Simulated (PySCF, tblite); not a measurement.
# C₅H₁₂B₂: geometry, infrared bands, NMR shifts, spin-spin couplings, electronic excitations and core binding energies

Aim: predict the infrared bands, NMR shifts, spin-spin couplings, electronic excitations and core binding energies of C₅H₁₂B₂ (`BC(B)C1CCC1`).

The runs use tblite 0.8.0 and PySCF 2.14.0, with density-fitted response routines of our own; the level of theory stands in each step. All values are computed, except where a source is named. Atoms count from 0, in the outputs and in this text.

## Step 1: The molecule as given

19 atoms, charge 0, multiplicity 1; geometry from: force field or distance geometry start.

Bonds of the start (Å): B0–C1 1.57, C1–B2 1.56, C1–C3 1.53, C3–C4 1.53, C4–C5 1.53, C5–C6 1.53, C6–C3 1.54, B0–H7 1.17, B0–H8 1.17, C1–H9 1.08, B2–H10 1.18, B2–H11 1.17, C3–H12 1.11, C4–H13 1.08, C4–H14 1.10, C5–H15 1.08, C5–H16 1.10, C6–H17 1.09, C6–H18 1.09.

## Step 2: Optimising the geometry with GFN2-xTB

What the job is given:

```
{"job": {"kind": "relax", "xc": "GFN2-xTB", "basis": "xTB"}, "charge": 0, "multiplicity": 1}
B     -2.044100    -1.207000    -0.240600
C     -1.108700     0.043300    -0.387800
B     -2.021900     1.252800    -0.020000
C      0.181100    -0.033800     0.431900
C      1.229200     1.059500     0.196900
C      2.308500    -0.017400     0.032300
C      1.221700    -1.093000     0.005600
H     -2.859400    -1.409600    -1.049100
H     -1.952400    -1.920500     0.683200
H     -0.856500     0.132200    -1.436800
H     -2.843700     1.617400    -0.786100
H     -1.927300     1.796100     1.008300
H     -0.065000    -0.130700     1.509800
H      1.382700     1.774200     0.994800
H      1.041300     1.620600    -0.729900
H      2.926400     0.056000    -0.847800
H      2.966500    -0.089300     0.906500
H      1.032100    -1.492500    -0.989600
H      1.360000    -1.930500     0.696000
```

Run with:

```bash
$ OMP_NUM_THREADS=1 python probes_run.py task.json out
```

This one command runs all jobs of the session in turn.

**Question.** This job is followed by: GFN2-xTB harmonic vibrations, gas phase; PBE0-D3(BJ)/def2-SVP geometry optimisation, gas phase; GIAO PBE0/pcSseg-1 NMR shielding, non-relativistic, gas phase; B3LYP/pcJ-1 indirect spin-spin coupling, non-relativistic, gas phase; TDDFT B3LYP/def2-SVPD, vertical, gas phase, core orbitals frozen in the response; GIAO WP04/pcSseg-1 NMR shielding, non-relativistic, gas phase; delta-SCF UKS SCAN, pcX-2 on the ionised atom, pcseg-1 elsewhere, spin-free X2C. What will the session give for the following? strongest single infrared mode (GFN2-xTB); zero-point energy (GFN2-xTB); point group; rotational constants (main isotopes); 13C shifts against TMS (PBE0/pcSseg-1, means over atoms taken as alike); 1H shifts against TMS (PBE0/pcSseg-1, means over atoms taken as alike); 11B shifts against BF3·OEt2 (PBE0/pcSseg-1, means over atoms taken as alike); largest coupling of the table (B3LYP/pcJ-1); lowest singlet (B3LYP/def2-SVPD); brightest single state of those computed; lowest triplet; vertical ionisation energy (ΔSCF); vertical electron affinity (ΔSCF); C1s binding energies, SCAN/pcX-2; range of the shift of C1.

As calculated:

```
                                                                    quantity                                          value
                                   strongest single infrared mode (GFN2-xTB)                          2676 cm⁻¹, 270 km/mol
                                                zero-point energy (GFN2-xTB)                                  99.0 kcal/mol
                                                                 point group                                             Cs
                                        rotational constants (main isotopes)                           5.12, 1.81, 1.44 GHz
     13C shifts against TMS (PBE0/pcSseg-1, means over atoms taken as alike)                     92.9, 40.7, 34.0, 20.8 ppm
      1H shifts against TMS (PBE0/pcSseg-1, means over atoms taken as alike)   7.67, 3.96, 3.32, 2.33, 1.90, 1.65, 1.30 ppm
11B shifts against BF3·OEt2 (PBE0/pcSseg-1, means over atoms taken as alike)                                       83.9 ppm
                                 largest coupling of the table (B3LYP/pcJ-1)                       1J(C,H) C5–H15, 144.9 Hz
                                            lowest singlet (B3LYP/def2-SVPD)                    4.85 eV (256 nm), f = 0.010
                                    brightest single state of those computed                    state 9, 6.93 eV, f = 0.029
                                                              lowest triplet                                        4.36 eV
                                           vertical ionisation energy (ΔSCF)                                       10.02 eV
                                           vertical electron affinity (ΔSCF)                                        0.29 eV
                                            C1s binding energies, SCAN/pcX-2  C5 290.38, C3 290.36, C4 290.26, C1 289.93 eV
                                                    range of the shift of C1                               76.6 to 92.9 ppm
```

In words: Relaxing lowered the energy by 0.022 eV in 10 steps; the close pair that moved most is C3–H12, from 1.110 to 1.091 Å (GFN2-xTB). No mode is imaginary among the 51: a minimum at this level. The strongest single mode, at 2676 cm⁻¹, is spread over several atoms, H10, H7, H8, H11 among them. Unscaled tight-binding wavenumbers are off by several per cent, some by more. Its intensities can rank the bands wrongly. At PBE0/pcSseg-1: The widest tensor belongs to B0, B2: span 184 ppm, with a paramagnetic part of -176 ppm. In the run at B3LYP/pcJ-1, the largest coupling of the table is C5–H15, 144.9 Hz, of which the Fermi-contact term gives 143.4 Hz. Couplings across rotatable bonds belong to this one conformer; where others are populated, the observed values are averages. The lowest singlet, at 4.85 eV, is HOMO→LUMO 0.94 and is weak; of the 10 states computed, the strongest absorption comes from state 9 at 6.93 eV. The lowest triplet lies 0.49 eV below the lowest singlet (triplets in Tamm-Dancoff, singlets in full TDDFT). ΔSCF puts the ionisation energy at 10.02 eV, 1.97 eV above −ε(HOMO). C5 (sp3 CH2 in a ring) binds its C1s electron 0.45 eV more tightly than C1 (sp3 CH bonded to 2 B).
